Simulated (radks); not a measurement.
**Kr²⁺ in [Ar] 3d10 4s2 4p4: an all-electron calculation**

An exercise on one series of results from a longer session: the logs are not shown, and one member is left open.

Method: Dirac Kohn-Sham, LDA (Slater exchange, Perdew-Wang correlation), spin-unpolarised, spherical densities, finite nucleus; open shells are shared between the two j in proportion to 2j + 1. Code: radks (a radial shooting solver on a logarithmic mesh, Libxc functionals) version 1.

**What is computed**

- element: krypton (Z = 36)
- charge: +2
- electrons: 34
- configuration: [Ar] 3d10 4s2 4p4
- nuclear rms radius: 4.1884 fm

The outer shells:

Kr²⁺
```
[Ar] core
3d [↑↓][↑↓][↑↓][↑↓][↑↓]
4s [↑↓]
4p [↑↓][↑ ][↑ ]
```

Set-up of the first run:

Settings of this run:

```text
Z 36
configuration [Ar] 3d10 4s2 4p4
relativity Dirac
functional lda,pw
spin unpolarised
j_filling average
nucleus finite rms 4.1884 fm
c 137.035999084
```

Among the steps run: Self-consistent calculation.

One table of the session follows, with a row left open; its other results are not shown here.

It belongs to the step «Shells». Sizes of the orbitals, from the radial functions (bohr):

```
level      <r>  outermost maximum (interpolated)  90 % within  nodes
1s1/2  0.04154                            0.0271       0.0743      0
2s1/2   0.1835                             0.155        0.284      1
2p1/2   0.1575                             0.121        0.258      0
2p3/2   0.1614                             0.124        0.263      0
3s1/2   0.5311                             0.468        0.790      2
3p1/2   0.5339                             0.457        0.815      1
3p3/2   0.5444                             0.466        0.831      1
3d3/2   0.5527                             0.408        0.906      0
3d5/2   0.5566                             0.411        0.912      0
4s1/2    1.498                              1.31         2.20      3
4p1/2    1.714                              1.46         2.56      2
4p3/2        ?                                 ?            ?      ?
```

Q: Estimate the row for 4p3/2 from the others.

**Answer.** <r>: 1.745; outermost maximum (interpolated): 1.49; 90 % within: 2.61; nodes: 2. In the column «<r>» it is the highest.

Limits of these values: Spin polarisation and multiplet splitting are left out.
